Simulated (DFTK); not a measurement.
Write the native input for DFTK 0.8.2 that does the following.

| Item | Value |
| --- | --- |
| Task | band structure |
| Functional | BJ06 |
| Potentials or basis | SG15 1.2 (PBE) |
| Cutoff | 1225 eV |
| k mesh | 5 × 5 × 5 |
| Occupations | fermi-dirac, width 0.05 eV |
| Spin | no spin polarisation |
| Valence electrons | Bi 15, Te 16 |
| SCF tolerance on the density | 1e-06 |

Crystal: BiTe.

```xyz
2
Lattice="2.4227 1.3988 3.3173 -2.4227 1.3988 3.3173 0.0000 -2.7975 3.3173" Properties=species:S:1:pos:R:3 pbc="T T T"
Bi    0.0000    0.0000    4.9759
Te    0.0000    0.0000    0.0000
```

The cell comes from a database or a generator and needn't be the stable form of this composition.

These files were run (other wordings do the same):

run.jl

```julia
using DFTK
using PseudoPotentialData
using Unitful, UnitfulAtomic
using LinearAlgebra, Printf
include("save.jl")
disable_threading()

# lattice vectors are the columns
lattice = austrip(1u"Å") * [  2.4227077728  -2.4227077728            0.0;
             1.3987509848   1.3987509848  -2.7975019696;
             3.3172919545   3.3172919545   3.3172919545]
symbols   = [:Bi, :Te]
positions = [[0.5, 0.5, 0.5],
             [0.0, 0.0, 0.0]]
pseudopotentials = Dict(:Bi => "Bi.upf", :Te => "Te.upf")
elements = Dict(s => ElementPsp(s, pseudopotentials; rcut=10.0) for s in unique(symbols))
atoms    = [elements[s] for s in symbols]

build_model(lattice, positions; symmetries=true) =
    model_DFT(lattice, atoms, positions;
              functionals=[:mgga_x_tb09, :lda_c_pw],
              temperature=austrip(0.05u"eV"),
              smearing=Smearing.FermiDirac(),
              symmetries)
Ecut  = 45.0  # hartree
kgrid = [5, 5, 5]
tol   = 1e-6
to_GPa = ustrip(uconvert(u"GPa", 1u"hartree/bohr^3"))

model = build_model(lattice, positions)
basis = PlaneWaveBasis(model; Ecut, kgrid)
display(basis)
scfres = self_consistent_field(basis;
                               tol,
                               nbandsalg=AdaptiveBands(model; n_bands_converge=20))
display(scfres.energies)
@printf "Fermi level: %.6f eV\n" ustrip(auconvert(u"eV", something(scfres.εF, NaN)))
println("Levels at the first k-point (eV): ", round.(ustrip.(auconvert.(u"eV", scfres.eigenvalues[1][1:scfres.n_bands_converge])); digits=4))
save_scf!(scfres)

points = Dict("G" => [0.0, 0.0, 0.0], "B" => [0.7148050046, 0.5, 0.2851949954], "B1" => [0.5, 0.2851949954, -0.2851949954], "F" => [0.5, 0.5, 0.0], "L" => [0.5, 0.0, 0.0], "P" => [0.7148050046, 0.3925974977, 0.3925974977], "P1" => [0.6074025023, 0.6074025023, 0.2851949954], "Q" => [0.6074025023, 0.3925974977, 0.0], "X" => [0.3925974977, 0.0, -0.3925974977], "Z" => [0.5, 0.5, 0.5])
segments = [("G", "L", 6), ("L", "B1", 6), ("B", "Z", 4), ("Z", "G", 7), ("G", "X", 8), ("Q", "F", 3), ("F", "P1", 3), ("P1", "Z", 4), ("L", "P", 5)]
kcoords = vcat([[points[a] + t * (points[b] - points[a]) for t in range(0, 1, n)] for (a, b, n) in segments]...)
bands = compute_bands(scfres, ExplicitKpoints(kcoords); n_bands=22, tol=1e-5)
for (k, ε) in zip(bands.basis.kpoints, bands.eigenvalues)
    @printf "%d %8.4f %8.4f %8.4f " k.spin k.coordinate...
    println(join([@sprintf("%9.4f", e) for e in ustrip.(auconvert.(u"eV", ε .- scfres.εF))]))
end
results["band_energies"] = rows(bands.eigenvalues); results["band_kpoints"] = rows(kcoords)
```

Potentials or basis: SG15 1.2 (PBE).

Run with:

```console
$ julia --threads=1 run.jl  # save.jl only writes the numbers to a file and isn't shown; printed stress counts tension as positive; times include loading and compiling
```

Results of the run:

```json
{
 "Band gap on the k mesh": "none (metal or under the smearing width)"
}
```

Caveat: the program leaves the constant c of mgga_x_tb09 at 1, so the potential is Becke-Johnson's (BJ06) and not Tran and Blaha's, with levels but no total energy; the potentials were made for another functional, which shifts forces and pressure; spin-orbit coupling is left out, which moves the levels of the heavy elements.

Wall time 4.8 min on 1 thread of Intel(R) Xeon(R) 6975P-C (Granite Rapids), with other jobs on the host, peak memory 2.3 GiB.
